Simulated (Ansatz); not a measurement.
What does this script print? It uses the Python package of Ansatz (0.2.0).

The script reads `alag.cif`:
```cif
data_AlAg
_cell_length_a 2.926387
_cell_length_b 2.926387
_cell_length_c 4.427604
_cell_angle_alpha 90.00000
_cell_angle_beta 90.00000
_cell_angle_gamma 120.00000
_symmetry_space_group_name_H-M 'P 1'
_symmetry_Int_Tables_number 1
loop_
_symmetry_equiv_pos_as_xyz
'x, y, z'
loop_
_atom_site_label
_atom_site_type_symbol
_atom_site_fract_x
_atom_site_fract_y
_atom_site_fract_z
Al1 Al    0.000000    0.000000    0.500000
Ag2 Ag    0.666667    0.333333    0.000000
```

Script `edit.py`:
```python
import warnings

import ansatz as az
from ase.io import read

K_DENSITY = 3.4
FILLING = "Gaussian"

warnings.simplefilter("ignore", az.DeckWarning)

atoms = read("alag.cif")
xtal = az.Crystal.from_ase(atoms)

calc = (
    xtal.calculation()
    .functional(az.Functional.LDA)
    .basis(24 * az.Ry)
    .kpoints(density=K_DENSITY)
    .occupations(FILLING, width=100 * az.meV)
    .band_table()
)
typed = calc.input()
rows = []
for value in [0.0001, 1e-06, 1e-08]:
    edited = typed.set(az.key.scf.convergence.dr2_threshold, value)
    r = az.Session.from_dict(edited).plan().execute().report
    rows.append((value, r["free_energy_ev"], r["n_iterations"], len(r["eigenvalues_ev"][0]) if "eigenvalues_ev" in r else 0))
for row in rows:
    print("; ".join(f"{name} = {round(v, 4) if isinstance(v, float) else v}" for name, v in zip(["threshold eV", "F eV", "iterations", "bands listed"], row)))
```

```console
$ python edit.py
threshold eV = 0.0001; F eV = -7971.1508; iterations = 6; bands listed = 15
threshold eV = 0.0; F eV = -7971.1508; iterations = 6; bands listed = 15
threshold eV = 0.0; F eV = -7971.1508; iterations = 7; bands listed = 15
```

Caveats:
- The settings weren't tested for convergence.
- The cutoff lies under the one recommended for these potentials.
- This cell is a computed structure, which may not be the phase found in nature.
- The script silences the warnings on its input, which a real study should read.
- The whole script took 3.3 s on 1 thread of AMD EPYC 7B13 (Zen 3) (shared host), peak memory 0.41 GiB.

(Lines on the test bed's own set-up are left out of the output.)
